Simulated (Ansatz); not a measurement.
**F₂H₄SiSn: up Jacob's ladder to CCSD(T)**

Aim: compute F₂H₄SiSn with functionals from several rungs and with coupled cluster, and see how far each lands from CCSD(T) at the basis-set limit for the atomisation energy.

The runs use Ansatz 0.2.0, Gaussian basis; functionals in def2-TZVPP, the program's frozen cores in correlated methods.

The runs, in order: LDA (SPW92), PBE-D4, revPBE-D4, BLYP-D4, r2SCAN-D4, B97M-V, PBE0-D4, B3LYP-D4, r2SCANh-D4, r2SCAN0-D4, HSE06-D4, BHLYP-D4, CAM-B3LYP-D4, LC-ωPBE, ωB97X-V, ωB97M-V, B2PLYP, PBE-QIDH; CCSD(T)/def2-SVP; CCSD(T)/def2-TZVPP; MP2/def2-QZVPP; extrapolation to the limit; RPA on PBE.

**1. Structure used throughout**

An earlier PBE0-D4 in a triple-zeta def2 set relaxation fixed the geometry. Sn takes the def2 core potential; no spin-orbit term is included.

SMILES `[F][SnH]([F])[SiH3]`, 8 atoms, charge 0, spin multiplicity 1.

Atoms are counted from 1 here; the program's logs count them from 0.

Bond lengths: F1–Sn2 1.919 Å, Sn2–F3 1.919 Å, Sn2–Si4 2.563 Å, Sn2–H5 1.703 Å, Si4–H6 1.483 Å, Si4–H7 1.481 Å, Si4–H8 1.483 Å. Angles: F1–Sn2–F3 102.5°, F1–Sn2–Si4 107.2°, F1–Sn2–H5 105.1°, F3–Sn2–Si4 107.1°, F3–Sn2–H5 105.1°, Si4–Sn2–H5 127.3°, Sn2–Si4–H6 108.2°, Sn2–Si4–H7 107.6°, Sn2–Si4–H8 108.1°, H6–Si4–H7 111.2°, H6–Si4–H8 110.4°, H7–Si4–H8 111.2°.

**2. LDA**

This LDA is Slater exchange with PW92 correlation.

in.yaml

```yaml
crystal:
  periodic: [false, false, false]
  atoms:
    - {symbol: F, position_ang: [1.543125, -1.599172, 1.156654]}
    - {symbol: Sn, position_ang: [1.193834, -0.045221, 0.086245]}
    - {symbol: F, position_ang: [1.792276, -0.595239, -1.652175]}
    - {symbol: Si, position_ang: [-1.351164, 0.229098, -0.044589]}
    - {symbol: H, position_ang: [2.330836, 1.113217, 0.601281]}
    - {symbol: H, position_ang: [-1.854898, 0.539350, 1.315376]}
    - {symbol: H, position_ang: [-1.914048, -1.045854, -0.545443]}
    - {symbol: H, position_ang: [-1.647860, 1.346822, -0.973149]}
basis:
  gaussian: {orbitals: def2-TZVPP}
hamiltonian: {xc: lda}
output: {orbitals: {seedname: orbitals}}
```

Started as:

```bash
$ ansatz run in.yaml --threads 4 --pin off --events-out ev --progress --plain --max-ram 10444MiB
```

After this run come: PBE-D4 (GGA); revPBE-D4 (GGA); BLYP-D4 (GGA); r2SCAN-D4 (meta-GGA); B97M-V (meta-GGA); B3LYP-D4 (hybrid); r2SCANh-D4 (hybrid); r2SCAN0-D4 (hybrid); HSE06-D4 (hybrid); BHLYP-D4 (hybrid); CAM-B3LYP-D4 (range-separated); LC-ωPBE (range-separated); ωB97X-V (range-separated); ωB97M-V (range-separated); B2PLYP (double hybrid); PBE-QIDH (double hybrid); CCSD(T) in def2-SVP; CCSD(T) in def2-TZVPP; MP2 in def2-QZVPP; RPA on PBE orbitals.

**Question.** What will the summary of the whole plan be? Wanted: atomisation energy, CCSD(T)/CBS; farthest beyond LDA; mean size of error, GGA; mean size of error, meta-GGA; mean size of error, hybrid; mean size of error, range-separated; mean size of error, double hybrid; gap, smallest and largest; T1 diagnostic.

**Answer**, as computed:

| quantity | value |
| --- | --- |
| atomisation energy, CCSD(T)/CBS | 2369.3 kJ/mol |
| functionals within 23.7 kJ/mol (1.0 %) | B97M-V, CAM-B3LYP-D4, ωB97X-V |
| farthest beyond LDA | BHLYP-D4 (-113.0 kJ/mol) |
| mean size of error, GGA | 50.7 kJ/mol |
| mean size of error, meta-GGA | 16.1 kJ/mol |
| mean size of error, hybrid | 75.3 kJ/mol |
| mean size of error, range-separated | 25.5 kJ/mol |
| mean size of error, double hybrid | 75.2 kJ/mol |
| gap, smallest and largest | 5.35 eV (LDA (SPW92)), 12.26 eV (LC-ωPBE) |
| T1 diagnostic | 0.0144 |
| triples share of the correlation energy | 2.8 % |

**Reading.** The LDA atomisation energy is off by 293.0 kJ/mol (12 %): it overbinds. PBE-D4 is off by -25.9 kJ/mol. Double hybrids carry the basis error of their MP2 part in triple zeta, and no dispersion term here, so their miss is partly the set-up's. By mean error the best rung here is meta-GGA (16.1 kJ/mol) and the worst beyond LDA is hybrid (75.3 kJ/mol). double hybrid functionals lie within the reference's doubt of that worst mean (75.2 kJ/mol), so those two tie. The gap between the best rungs is small, so their order is not settled. The mean of the hybrids holds BHLYP, with half exact exchange. The reference freezes the cores and leaves out spin-orbit coupling and excitations past (T), and its outer-core shells are covered unevenly, so misses under about 23.7 kJ/mol can't be ranked. All levels share the lack of spin-orbit coupling, which lowers the free heavy atoms and so the true binding. Hartree-Fock recovers 71 % of the binding; the rest is correlation. CCSD(T) in def2-SVP is off by -220.5 kJ/mol, worse than the median functional, from the basis alone. Orbital gaps span 5.4 to 12.3 eV; exact exchange widens them. Correlated methods include outer-core shells of Sn, which these sets cover unevenly.
